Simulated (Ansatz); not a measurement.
**CH5FOSi2: up Jacob's ladder to CCSD(T)**

An exercise on one series of results from a longer session: the logs are not shown, and one member is left open.

The runs use Ansatz 0.2.0, Gaussian basis; functionals in def2-TZVPP, the program's frozen cores in correlated methods.

Plan: PBE-D4, r2SCAN-D4, PBE0-D4, B3LYP-D4, ωB97X-V, ωB97M-V, B2PLYP; CCSD(T)/def2-TZVPP; MP2/def2-QZVPP; extrapolation to the limit.

### Structure used throughout

All runs share one geometry, relaxed beforehand with PBE0-D4 in a triple-zeta def2 set.

SMILES `FC1O[SiH2][SiH2]1`, 10 atoms, charge 0, spin multiplicity 1.

Atoms are counted from 1 here; the program's logs count them from 0.

Bond lengths: F1–C2 1.383 Å, C2–O3 1.403 Å, C2–Si5 1.949 Å, C2–H6 1.093 Å, O3–Si4 1.690 Å, Si4–Si5 2.321 Å, Si4–H7 1.486 Å, Si4–H8 1.485 Å, Si5–H9 1.484 Å, Si5–H10 1.487 Å. Angles: F1–C2–O3 109.2°, F1–C2–Si5 110.7°, F1–C2–H6 106.6°, O3–C2–Si5 100.5°, O3–C2–H6 109.2°, Si5–C2–H6 120.2°, C2–O3–Si4 107.1°, O3–Si4–Si5 79.1°, O3–Si4–H7 112.8°, O3–Si4–H8 110.2°, Si5–Si4–H7 120.7°, Si5–Si4–H8 121.4°, H7–Si4–H8 108.5°, C2–Si5–Si4 70.8°, C2–Si5–H9 116.1°, C2–Si5–H10 112.3°, Si4–Si5–H9 125.3°, Si4–Si5–H10 115.8° and more.

The first run:

Contents of in.yaml:

```yaml
crystal:
  periodic: [false, false, false]
  atoms:
    - {symbol: F, position_ang: [1.098038, -0.793593, 1.717105]}
    - {symbol: C, position_ang: [0.025940, -0.076084, 1.218006]}
    - {symbol: O, position_ang: [-0.843700, -0.950495, 0.549080]}
    - {symbol: Si, position_ang: [-0.551919, -0.770367, -1.105526]}
    - {symbol: Si, position_ang: [0.589747, 1.064706, -0.258090]}
    - {symbol: H, position_ang: [-0.490522, 0.354483, 2.080159]}
    - {symbol: H, position_ang: [0.186411, -1.921259, -1.688366]}
    - {symbol: H, position_ang: [-1.833544, -0.613351, -1.839032]}
    - {symbol: H, position_ang: [2.049815, 1.298953, -0.382633]}
    - {symbol: H, position_ang: [-0.147167, 2.355909, -0.287802]}
basis:
  gaussian: {orbitals: def2-TZVPP}
hamiltonian: {xc: pbe, dispersion: d4}
output: {forces: true, orbitals: {seedname: orbitals}}
```

Started as:

```sh
> ansatz run in.yaml --threads 4 --pin off --events-out ev --progress --plain --max-ram 10444MiB
```

Among the steps run: PBE-D4 (GGA); r2SCAN-D4 (meta-GGA); PBE0-D4 (hybrid); B3LYP-D4 (hybrid); ωB97X-V (range-separated); ωB97M-V (range-separated); B2PLYP (double hybrid); CCSD(T) in def2-TZVPP; MP2 in def2-QZVPP.

One of the session's tables, all rows but one given; the rest of the session is left out.

It belongs to the step «Atomisation energies». 

| method | atomisation energy (kJ/mol) |
| --- | --- |
| PBE-D4 | 3510.9 |
| r2SCAN-D4 | 3466.4 |
| PBE0-D4 | 3438.5 |
| B3LYP-D4 | 3439.5 |
| ωB97X-V | 3486.4 |
| ωB97M-V | ? |
| B2PLYP | 3402.5 |
| HF/def2-TZVPP | 2452.0 |
| MP2/def2-TZVPP | 3414.8 |
| CCSD/def2-TZVPP | 3297.2 |
| CCSD(T)/def2-TZVPP | 3354.2 |
| MP2/CBS | 3519.5 |
| CCSD(T)/CBS | 3458.8 |

Estimate the missing values for ωB97M-V.

**Answer.** atomisation energy (kJ/mol): 3464.8. In the column «atomisation energy (kJ/mol)» it lies between CCSD(T)/CBS (3458.8) and r2SCAN-D4 (3466.4).

Caveats from the session: Free atoms (1 F, 1 C, 1 O, 2 Si, 5 H) were run apart at each level; the atomisation energy is their sum less the molecule, without zero-point or spin-orbit terms.
